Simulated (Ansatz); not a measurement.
# CH₆AlNOS: basis-set convergence

The task here is to estimate one member of a computed series from the others.

Program: Ansatz 0.2.0, Gaussian basis. Level of theory: one geometry, several basis sets. These are calculated values, not measurements.

Plan: PBE0-D4/def2-SVP; ωB97M-V/def2-SVP; PBE0-D4/def2-QZVPP; ωB97M-V/def2-QZVPP; the functionals' def2-TZVPP values are taken from earlier runs.

**The relaxed structure**

All runs share one geometry, relaxed beforehand with PBE0-D4 in a triple-zeta def2 set.

11 atoms, charge 0, spin multiplicity 1.

Atoms are counted from 1 here; the program's logs count them from 0.

Bond lengths: C1–N2 1.447 Å, C1–H6 1.096 Å, C1–H7 1.093 Å, C1–H8 1.096 Å, N2–Al3 1.757 Å, N2–H9 1.008 Å, Al3–O4 1.692 Å, Al3–S5 2.189 Å, O4–H10 0.954 Å, S5–H11 1.344 Å. Angles: N2–C1–H6 112.4°, N2–C1–H7 110.2°, N2–C1–H8 112.4°, H6–C1–H7 106.9°, H6–C1–H8 107.8°, H7–C1–H8 106.9°, C1–N2–Al3 128.0°, C1–N2–H9 112.5°, Al3–N2–H9 119.5°, N2–Al3–O4 118.2°, N2–Al3–S5 118.0°, O4–Al3–S5 123.8°, Al3–O4–H10 125.6°, Al3–S5–H11 93.3°.

As a file:

| atom | x (Å) | y (Å) | z (Å) |
| --- | --- | --- | --- |
| C1 | -0.4031 | -0.4573 | 1.8188 |
| N2 | 0.5828 | -0.1983 | 0.7922 |
| Al3 | 0.3064 | 0.2176 | -0.8926 |
| O4 | 1.6537 | 0.4694 | -1.8850 |
| S5 | -1.7633 | 0.3811 | -1.5859 |
| H6 | -0.3338 | 0.2513 | 2.6527 |
| H7 | -1.4109 | -0.3642 | 1.4056 |
| H8 | -0.3201 | -1.4698 | 2.2312 |
| H9 | 1.5277 | -0.2783 | 1.1352 |
| H10 | 1.6258 | 0.7006 | -2.8099 |
| H11 | -1.3998 | 0.6907 | -2.8417 |

The first run:

in.yaml

```yaml
crystal:
  periodic: [false, false, false]
  atoms:
    - {symbol: C, position_ang: [-0.403145, -0.457253, 1.818785]}
    - {symbol: N, position_ang: [0.582786, -0.198300, 0.792183]}
    - {symbol: Al, position_ang: [0.306354, 0.217620, -0.892618]}
    - {symbol: O, position_ang: [1.653702, 0.469434, -1.884976]}
    - {symbol: S, position_ang: [-1.763336, 0.381053, -1.585907]}
    - {symbol: H, position_ang: [-0.333787, 0.251252, 2.652724]}
    - {symbol: H, position_ang: [-1.410855, -0.364184, 1.405588]}
    - {symbol: H, position_ang: [-0.320079, -1.469753, 2.231191]}
    - {symbol: H, position_ang: [1.527693, -0.278304, 1.135162]}
    - {symbol: H, position_ang: [1.625826, 0.700586, -2.809874]}
    - {symbol: H, position_ang: [-1.399759, 0.690749, -2.841656]}
basis:
  gaussian: {orbitals: def2-SVP}
hamiltonian: {xc: pbe0, dispersion: d4}
output: {orbitals: {seedname: orbitals}}
```

The run is started by

```console
$ ansatz run in.yaml --threads 4 --pin off --events-out ev --progress --plain --max-ram 10444MiB
```

Steps of the session up to this table: PBE0-D4 in def2-SVP; ωB97M-V in def2-SVP; PBE0-D4 in def2-QZVPP; ωB97M-V in def2-QZVPP.

One table of the session follows, with a row left open; its other results are not shown here.

| functional | basis | HOMO (eV) | LUMO (eV) |
| --- | --- | --- | --- |
| PBE0-D4 | def2-SVP | -6.53 | 0.05 |
| PBE0-D4 | def2-TZVPP | -6.73 | -0.20 |
| PBE0-D4 | def2-QZVPP | -6.78 | -0.52 |
| ωB97M-V | def2-SVP | -8.82 | 1.66 |
| ωB97M-V | def2-TZVPP | -9.06 | 1.36 |
| ωB97M-V | def2-QZVPP | ? | ? |

Q: Estimate the row for ωB97M-V, def2-QZVPP from the others.

As computed: HOMO (eV): -9.11; LUMO (eV): 0.73. In the column «HOMO (eV)» it is the lowest.
